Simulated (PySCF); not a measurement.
**H at other levels of theory**

Aim: see what other levels and later steps give for H.

Program: PySCF 2.14.0. Level of theory: each script names its method and basis. These are calculated values, not measurements.

2 further runs of the same task are left out: 2 that didn't finish.

## 1. The atom

H: 1 atom, charge 0, spin multiplicity 2.

## 2. The run that the others are compared with

input.py

```python
from pyscf import gto, scf, mp

mol = gto.M(
    atom='H 0 0 0',
    basis='lanl2dz',
    charge=0,
    spin=1,
    verbose=4,
)
mf = scf.UHF(mol)
mf.kernel()
mp.MP2(mf).kernel()
mf.dip_moment()
print('orbital energies (hartree):', [e[max(0, n-3):n+3].round(4) for e, n in zip(mf.mo_energy, mol.nelec)])
```

Run with:

```
> python input.py
```

## 3. SCF alone

Run 1 changes step after the SCF: mp2 → none.

input.py: that of step 2 with these lines changed.

```diff
@@ -1,2 +1,2 @@
-from pyscf import gto, scf, mp
+from pyscf import gto, scf
 
@@ -11,3 +11,2 @@
 mf.kernel()
-mp.MP2(mf).kernel()
 mf.dip_moment()
```

## 4. Population analysis

Run 2 changes step after the SCF: mp2 → analyze.

input.py

```python
from pyscf import gto, scf

mol = gto.M(
    atom='H 0 0 0',
    basis='lanl2dz',
    charge=0,
    spin=1,
    verbose=4,
)
mf = scf.UHF(mol)
mf.kernel()
mf.analyze()
print('orbital energies (hartree):', [e[max(0, n-3):n+3].round(4) for e, n in zip(mf.mo_energy, mol.nelec)])
```

## 5. Lc_wpbe (UKS)

Run 3 changes functional: none (Hartree–Fock) → lc_wpbe; SCF type: UHF → UKS; step after the SCF: mp2 → analyze.

input.py

```python
from pyscf import gto, dft

mol = gto.M(
    atom='H 0 0 0',
    basis='lanl2dz',
    charge=0,
    spin=1,
    verbose=4,
)
mf = dft.UKS(mol, xc='lc_wpbe')
mf.kernel()
mf.analyze()
print('orbital energies (hartree):', [e[max(0, n-3):n+3].round(4) for e, n in zip(mf.mo_energy, mol.nelec)])
```

## 6. O3lyp (UKS)

Run 4 changes functional: none (Hartree–Fock) → o3lyp; SCF type: UHF → UKS; step after the SCF: mp2 → analyze.

input.py

```python
from pyscf import gto, dft

mol = gto.M(
    atom='H 0 0 0',
    basis='lanl2dz',
    charge=0,
    spin=1,
    verbose=4,
)
mf = dft.UKS(mol, xc='o3lyp')
mf.kernel()
mf.analyze()
print('orbital energies (hartree):', [e[max(0, n-3):n+3].round(4) for e, n in zip(mf.mo_energy, mol.nelec)])
```

Before running it: what results should come out? Wanted: for each run, E(SCF); from base; gap, α spin.

**Answer**, as computed:

```csv
run,E(SCF) (hartree),from base (eV),cycles,"gap, α spin (eV)"
base,-0.497639,0,n/a,27.87
SCF alone,-0.497639,0.0000,n/a,27.87
population analysis,-0.497639,0.0000,n/a,27.87
lc_wpbe (UKS),-0.502806,not comparable,5,36.67
o3lyp (UKS),-0.496097,not comparable,4,29.06
```

A lower total energy from another functional means nothing by itself.
